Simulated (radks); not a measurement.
# Taking charge from the 5p level of Er in fractions

The task here is to estimate one member of a computed series from the others.

The numbers are computed with radks (a radial shooting solver on a logarithmic mesh, Libxc functionals) version 1 (Dirac Kohn-Sham, LDA (Slater exchange, Perdew-Wang correlation), spin-unpolarised, spherical densities, finite nucleus; open shells fill j = l - 1/2 first), except any that are marked as measured or tabulated.

### Starting point

- element: erbium (Z = 68)
- charge: 0
- electrons: 68
- configuration: [Kr] 4d10 4f12 5s2 5p(1/2: 2, 3/2: 4) 6s2
- nuclear rms radius: 5.2516 fm

A shell typed twice in an input gives the lower j, then the higher j.

Set-up of the first run:

Input:

```text
Z 68
configuration [Kr] 4d10 4f12 5s2 5p2 5p4 6s2
relativity Dirac
functional lda,pw
spin unpolarised
j_filling energy
nucleus finite rms 5.2516 fm
c 137.035999084
```

Among the steps run: Start: [Kr] 4d10 4f12 5s2 5p(1/2: 2, 3/2: 4) 6s2.

One of the session's tables, all rows but one given; the rest of the session is left out.

It belongs to the step «Start: [Kr] 4d10 4f12 5s2 5p(1/2: 2, 3/2: 4) 6s2». From the orbitals of this run (lengths in bohr):

```
level     <r>  outermost maximum (interpolated)  90 % within  nodes
4d3/2  0.5776                             0.507        0.870      1
4d5/2  0.5889                             0.516        0.887      1
5s1/2       ?                                 ?            ?      ?
5p1/2   1.419                              1.21         2.10      3
5p3/2   1.536                              1.30         2.28      3
6s1/2   3.964                              3.31         5.91      5
4f5/2  0.8210                             0.506         1.44      0
4f7/2  0.8455                             0.511         1.49      0
```

**Question.** Estimate the row for 5s1/2.

The run gave: <r>: 1.254; outermost maximum (interpolated): 1.11; 90 % within: 1.82; nodes: 4. In the column «<r>» it lies between 4f7/2 (0.8455) and 5p1/2 (1.419).
